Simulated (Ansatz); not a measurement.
# U-r2SCAN/def2-SVP run of SiClOF2 (SMILES [O][Si](F)(F)Cl)

Aim: the vertical doublet–quartet gap of SiClOF2 at U-r2SCAN/def2-SVP, from 2 runs. 

The results are computed with Ansatz 0.2.0.

70 further runs of the same task are left out: 2 that didn't finish, 68 set aside as unsound or not needed. Runs told in other sessions of the task aren't counted.

### Step 1. Starting point

SiClOF2 has 5 atoms, charge 0, and is taken as a doublet. SMILES: `[O][Si](F)(F)Cl`. The shape is that of a PBE0-D4/def2-TZVP optimisation.

Bond lengths: O1–Si2 1.641 Å, Si2–F3 1.569 Å, Si2–F4 1.569 Å, Si2–Cl5 2.005 Å. Angles: O1–Si2–F3 112.3°, O1–Si2–F4 112.3°, O1–Si2–Cl5 102.8°, F3–Si2–F4 106.3°, F3–Si2–Cl5 111.7°, F4–Si2–Cl5 111.7°.

### Step 2. The energy at U-r2SCAN/def2-SVP

in.yaml reads:

```yaml
crystal:
  periodic: [false, false, false]
  atoms:
    - symbol: O
      position_ang: [-0.173100, 0.048700, 1.622400]
    - symbol: Si
      position_ang: [0.071000, -0.092200, 0.005600]
    - symbol: F
      position_ang: [-0.374600, -1.493300, -0.542700]
    - symbol: F
      position_ang: [1.581700, 0.074400, -0.383900]
    - symbol: Cl
      position_ang: [-1.055100, 1.388700, -0.742800]
basis:
  gaussian: {orbitals: def2-SVP}
magnetization: {spin_polarized: true, initial_magnetization: 1}
hamiltonian: {xc: {name: r2SCAN}}
accuracy: high
output: {orbitals: {seedname: orbitals}}
```

On the command line:

```
ansatz run in.yaml --threads 1 --pin off --max-ram 2610MiB --events-out events.jsonl --progress --plain --runs-dir runs
```

Standard output:

```text
Warning: RAYON_NUM_THREADS=1 ignored (pool sized by the plan → 1); use --threads N
Functional definition: r2SCAN
  name "r2SCAN"
  parameter k0 = 0.174
  parameter k1 = 0.065
  parameter a1 = 4.9479
  exchange = r2scan_x(k0 = k0, k1 = k1, a1 = a1)
  correlation = r2scan_c
1499 factors; integrals over basis functions are off by at most 3.7e-9 eV
mean field evaluation 1: about -27852.5538 eV, gradient 5.4e1 eV
mean field evaluation 2: about -27664.2359 eV, gradient 1.6e2 eV
mean field evaluation 4: about -27861.8759 eV, gradient 3.8e1 eV
mean field evaluation 8: about -27867.3939 eV, gradient 4.5e-1 eV
mean field evaluation 16: about -27867.3977 eV, gradient 2.6e-3 eV
mean field evaluation 32: about -27867.3977 eV, gradient 1.9e-6 eV
mean field -27867.39767458 eV, -1024.1079753402 hartree, gradient 8.1e-8 eV, S^2 0.753583; 3 other end points of the search recorded, 0 dependent functions left out
reference -27867.39767576 eV, -1024.1079753836 hartree; 29, 28 occupied and 49, 50 virtual orbitals, 1499 factors
Total energy: -27867.39767576 eV, -1024.1079753836 hartree
```

Wall time 41 s (1 thread of Intel Xeon Platinum 8259CL at 2.50GHz (Skylake/Cascade Lake), shared host); peak memory 0.38 GiB.

### Step 3. The quartet

molecule.yaml reads:

```yaml
crystal:
  periodic: [false, false, false]
  atoms:
    - symbol: O
      position_ang: [-0.173100, 0.048700, 1.622400]
    - symbol: Si
      position_ang: [0.071000, -0.092200, 0.005600]
    - symbol: F
      position_ang: [-0.374600, -1.493300, -0.542700]
    - symbol: F
      position_ang: [1.581700, 0.074400, -0.383900]
    - symbol: Cl
      position_ang: [-1.055100, 1.388700, -0.742800]
basis:
  gaussian:
    orbitals: def2-SVP
total_charge: 0
magnetization:
  spin_polarized: true
  initial_magnetization: 3
hamiltonian:
  xc: r2scan
accuracy: high
output:
  orbitals: {seedname: orbitals}
```

On the command line:

```
ansatz run molecule.yaml --threads 1 --pin off --max-ram 2610MiB --events-out events.jsonl --progress --plain --runs-dir runs
```

Standard output, shortened:

```text
Warning: RAYON_NUM_THREADS=1 ignored (pool sized by the plan → 1); use --threads N
[... 7 set-up lines as earlier in the session ...]
1500 factors; integrals over basis functions are off by at most 3.6e-9 eV
mean field evaluation 1: about -27834.8197 eV, gradient 6.3e1 eV
mean field evaluation 2: about -27566.1459 eV, gradient 1.8e2 eV
mean field evaluation 4: about -27826.3116 eV, gradient 8.0e1 eV
mean field evaluation 8: about -27858.6841 eV, gradient 2.4e-1 eV
mean field evaluation 16: about -27858.6902 eV, gradient 3.0e-8 eV
mean field evaluation 32: about -27858.4564 eV, gradient 2.7e0 eV
mean field evaluation 64: about -27858.1887 eV, gradient 2.4e0 eV
mean field -27858.69019894 eV, -1023.7879815125 hartree, gradient 3.1e-8 eV, S^2 3.758560; 10 other end points of the search recorded, 0 dependent functions left out
reference -27858.69020074 eV, -1023.7879815787 hartree; 30, 27 occupied and 48, 51 virtual orbitals, 1500 factors
Total energy: -27858.69020074 eV, -1023.7879815787 hartree
```

It took 35 s on 1 thread of Intel Xeon Platinum 8259CL at 2.50GHz (Skylake/Cascade Lake), shared host; peak memory 0.39 GiB.

### Step 4. Outcome

At U-r2SCAN/def2-SVP:

| quantity | value |
| --- | --- |
| doublet: total energy | -1024.10798 Eh |
| doublet: HOMO energy (highest over α and β) | -8.61 eV |
| doublet: LUMO energy (lowest over α and β) | -6.67 eV |
| doublet: ⟨S²⟩ | 0.754 |
| quartet: total energy | -1023.78798 Eh |
| quartet: HOMO energy (highest over α and β) | -0.47 eV |
| quartet: ⟨S²⟩ | 3.759 |
| vertical energy of the quartet above the doublet | 8.707 eV |

At this shape the quartet lies 8.71 eV (201 kcal/mol) above the doublet.
